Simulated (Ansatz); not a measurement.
# C3H8Se: the cost of one run

Program: Ansatz 0.2.0, driven from Python. The levels of theory stand in the script. These are calculated values, not measurements.

### 1 The structure

Bond lengths: C1–C2 1.522 Å, C2–C3 1.511 Å, C3–Se4 1.880 Å, C1–H5 1.161 Å, C1–H6 1.065 Å, C1–H7 1.115 Å, C2–H8 1.091 Å, C2–H9 1.080 Å, C3–H10 1.162 Å, C3–H11 1.087 Å, Se4–H12 1.492 Å. Angles (14 of 19 angles, heavy atoms first): C1–C2–C3 109.6°, C2–C3–Se4 113.0°, C1–C2–H8 107.4°, C1–C2–H9 110.8°, C3–C2–H8 109.8°, C3–C2–H9 110.2°, C2–C1–H5 106.6°, C2–C1–H6 114.5°, C2–C1–H7 111.8°, C2–C3–H10 108.8°, C2–C3–H11 111.2°, Se4–C3–H10 106.7°, Se4–C3–H11 109.3°, C3–Se4–H12 94.5°.

The script holds or builds the structure itself.

### 2 The code

methods_c3h8se.py reads:

```python
from pathlib import Path

import ansatz as az
import numpy as np

GEOMETRY = """
C     0.33880    1.56780    0.05380
C    -0.59250    0.36970    0.17070
C     0.17080   -0.89780   -0.13720
Se   -0.87470   -2.44890    0.04770
H    -0.30970    2.51230    0.24400
H     1.13470    1.57980    0.76080
H     0.71910    1.69690   -0.98640
H    -0.95890    0.34100    1.19750
H    -1.43410    0.47100   -0.49880
H     1.05010   -0.99720    0.61550
H     0.59580   -0.86770   -1.13740
H     0.23780   -3.38210   -0.29600
"""

system = az.Crystal.molecule()
for line in GEOMETRY.strip().splitlines():
    symbol, *xyz = line.split()
    system = system.atom(symbol, [float(v) for v in xyz])

setup = system.calculation().basis(gaussian="def2-SVP")

print("functional    E (Ha)        dipole (D)   HOMO (eV)  LUMO (eV)")
for name in ["r2scan", "pbe", "hse06", "r2scan0", "pbe0", "lc_wpbe"]:
    data = setup.functional(name).forces().orbitals().run(runs_dir="runs").report
    lines = Path(data["orbitals_path"]).read_text().splitlines()
    field_of = lambda key: [line.split("=")[1].strip() for line in lines if line.startswith(key)]
    orbitals = [(27.211386 * float(e), s, float(n)) for e, s, n in zip(field_of("Ene="), field_of("Spin="), field_of("Occup="))]
    homo = max(e for e, _, n in orbitals if n > 0.5)
    lumo = min(e for e, _, n in orbitals if n < 0.5)
    dipole = 4.803205 * np.linalg.norm(data["charge_distribution"]["dipole_moment_e_ang"])
    print(f"{name:10s} {data['free_energy_ev'] / 27.211386246:14.6f} {dipole:9.3f} {homo:11.3f} {lumo:10.3f}")
```

### 3 What the engine is handed

The package turns the script's settings into the engine's input (first run):

```yaml
crystal:
  periodic: [false, false, false]
  atoms:
    - { symbol: C, position_ang: [0.3388, 1.5678, 0.0538] }
    - { symbol: C, position_ang: [-0.5925, 0.3697, 0.1707] }
    - { symbol: C, position_ang: [0.1708, -0.8978, -0.1372] }
    - { symbol: Se, position_ang: [-0.8747, -2.4489, 0.0477] }
    - { symbol: H, position_ang: [-0.3097, 2.5123, 0.244] }
    - { symbol: H, position_ang: [1.1347, 1.5798, 0.7608] }
    - { symbol: H, position_ang: [0.7191, 1.6969, -0.9864] }
    - { symbol: H, position_ang: [-0.9589, 0.341, 1.1975] }
    - { symbol: H, position_ang: [-1.4341, 0.471, -0.4988] }
    - { symbol: H, position_ang: [1.0501, -0.9972, 0.6155] }
    - { symbol: H, position_ang: [0.5958, -0.8677, -1.1374] }
    - { symbol: H, position_ang: [0.2378, -3.3821, -0.296] }
basis:
  gaussian:
    orbitals: def2-SVP
hamiltonian:
  xc: r2scan
output:
  orbitals: {}
  forces: true
```

### 4 Running it

The run is started by

```console
python methods_c3h8se.py
```

What time and memory should one allow on 1 thread of Arm Neoverse V2, shared host?

About 37 s, with a peak of 0.35 GiB.
